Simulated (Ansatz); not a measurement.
# SiGe3 (ordered alloy on diamond lattice): from bands to localised orbitals

Aim: build maximally localised Wannier functions for SiGe3 (ordered alloy on diamond lattice) from several sets of trial orbitals, and check spreads and centres, and how well the models interpolate the bands. Plan: PBE, anion s p, 6×6×6; PBE, anion s p, 4×4×4; PBE, anion s p, 8×8×8; PBE, anion p, 6×6×6; PBE, all s p, disentangled, 6×6×6; PBE, cation s and anion p, disentangled, 6×6×6; r2SCAN, anion s p, 6×6×6; r2SCAN, cation s and anion p, disentangled, 6×6×6; r2SCAN, all s p, disentangled, 6×6×6 (level, trial orbitals, Wannier mesh).

Method: plane waves, PAW, in Ansatz 0.2.0.

2 further runs of the same task are left out: 2 that didn't finish.

### 1 The system as given

The structure is trigonal, space group R3m (No. 160). The conventional cell has a = 3.968 Å, b = 3.968 Å, c = 19.402 Å, α = 90.00°, β = 90.00°, γ = 120.00°. Si (site symmetry 3m) is surrounded by 4 Ge at 2.40 to 2.42 Å. Ge (site symmetry 3m) has 4 Ge at 2.44 to 2.46 Å as nearest neighbours. Ge (site symmetry 3m) has 3 Si at 2.42 Å and 1 Ge at 2.46 Å as nearest neighbours. Around Ge (site symmetry 3m) lie 1 Si at 2.40 Å and 3 Ge at 2.44 Å.

Structure file:

```cif
data_structure
_symmetry_space_group_name_H-M 'P 1'
_symmetry_Int_Tables_number 1
_cell_length_a 6.8609
_cell_length_b 6.8609
_cell_length_c 6.8609
_cell_angle_alpha 33.615
_cell_angle_beta 33.615
_cell_angle_gamma 33.615
_cell_volume 88.17
loop_
_atom_site_label
_atom_site_type_symbol
_atom_site_fract_x
_atom_site_fract_y
_atom_site_fract_z
_atom_site_occupancy
Si1 Si 0.00009 0.00009 0.00009 1
Ge1 Ge 0.50005 0.50005 0.50005 1
Ge2 Ge 0.37341 0.37341 0.37341 1
Ge3 Ge 0.87646 0.87646 0.87646 1
```

Cell and atoms come from an earlier r2SCAN relaxation.

### 2 PBE, anion s p, 6×6×6

input.yaml reads:

```yaml
crystal:
  lattice:
    - [1.9838896617, 1.1453992303, 6.4671925848]
    - [-1.9838896617, 1.1453992303, 6.4671925848]
    - [0.0, -2.2907984605, 6.4671925848]
  atoms:
    - { symbol: Si, position: [1.0000856422, 8.56422e-05, 8.56422e-05] }
    - { symbol: Ge, position: [0.5000462097, 0.5000462097, 0.5000462097] }
    - { symbol: Ge, position: [0.3734068851, 0.3734068851, 0.3734068851] }
    - { symbol: Ge, position: [0.8764612631, 0.8764612631, 0.8764612631] }
kpoints:
  mp_grid: { grid: [6, 6, 6] }
  band_path:
    path:
      - [[0.0, 0.0, 0.0], [-0.5, -0.5, -0.5], [-0.5, -0.187578443089, -0.812421556911]]
      - [[-0.187578443089, 0.187578443089, -0.5], [-3.664981673949e-16, -3.311586709342e-16, -0.5], [0.0, 0.0, 0.0], [-4.102568730921e-16, 0.3437892215445, -0.3437892215445]]
      - [[-0.3437892215445, -3.608604902515e-16, -0.6562107784555], [-0.5, -1.712850191843e-16, -0.5], [0.0, 0.0, 0.0]]
    npoints: 10
hamiltonian:
  xc: pbe
scf:
  occupations: { method: fixed }
  n_extra_bands: 6
output:
  forces: false
  stress: false
  eigenvalues: true
  wannier:
    kmesh: [6, 6, 6]
    projections: [{ species: Ge, l: s, shell: 4 }, { species: Ge, l: p, shell: 4 }]
    minimise: true
    write_hr: true
    conv_tol: 1.0e-08
    max_iter: 3000
```

Run with:

```bash
$ ansatz run input.yaml --threads 4 --pin off --max-ram 3686MiB --backend cpu --events-out ev --progress --plain --runs-dir out
```

Further steps of the session: PBE, anion s p, 4×4×4; PBE, anion s p, 8×8×8; PBE, anion p, 6×6×6; PBE, all s p, disentangled, 6×6×6; PBE, cation s and anion p, disentangled, 6×6×6; r2SCAN, anion s p, 6×6×6; r2SCAN, cation s and anion p, disentangled, 6×6×6; r2SCAN, all s p, disentangled, 6×6×6.

Q: Predict the results of all the runs planned. Wanted: total spread, PBE, anion s p, 6×6×6; total spread, PBE, anion s p, 4×4×4; total spread, PBE, anion s p, 8×8×8; total spread, PBE, anion p, 6×6×6; total spread, PBE, all s p, disentangled, 6×6×6; total spread, PBE, cation s and anion p, disentangled, 6×6×6; total spread, r2SCAN, anion s p, 6×6×6; total spread, r2SCAN, cation s and anion p, disentangled, 6×6×6; total spread, r2SCAN, all s p, disentangled, 6×6×6.

As calculated:

| quantity | value |
| --- | --- |
| total spread, PBE, anion s p, 6×6×6 | 48.05 Å² over 12 functions |
| total spread, PBE, anion s p, 4×4×4 | 35.37 Å² over 12 functions |
| total spread, PBE, anion s p, 8×8×8 | 59.99 Å² over 12 functions |
| total spread, PBE, anion p, 6×6×6 | 43.12 Å² over 9 functions |
| total spread, PBE, all s p, disentangled, 6×6×6 | 27.43 Å² over 16 functions |
| total spread, PBE, cation s and anion p, disentangled, 6×6×6 | 37.37 Å² over 10 functions |
| total spread, r2SCAN, anion s p, 6×6×6 | 47.25 Å² over 12 functions |
| total spread, r2SCAN, cation s and anion p, disentangled, 6×6×6 | 38.70 Å² over 10 functions |
| total spread, r2SCAN, all s p, disentangled, 6×6×6 | 28.22 Å² over 16 functions |
| centres of the first set | 0.33 to 1.16 Å from the nearest atom |

In words: With PBE, anion s p, 6×6×6 the 12 functions move off the atoms, with a mean spread of 4.00 Å²; 88 % of the total is gauge invariant. The total spread goes from 35.37 Å² on 4×4×4 to 59.99 Å² on 8×8×8: finite differences in k understate it on coarse meshes, while the largest miss of a band goes from 1.62 to 2.59 eV. On one set and mesh the functional gives 48.05 (PBE), 47.25 (r2SCAN) Å². The disentangled models miss some band by up to 1.5 eV, which may lie outside their frozen windows.
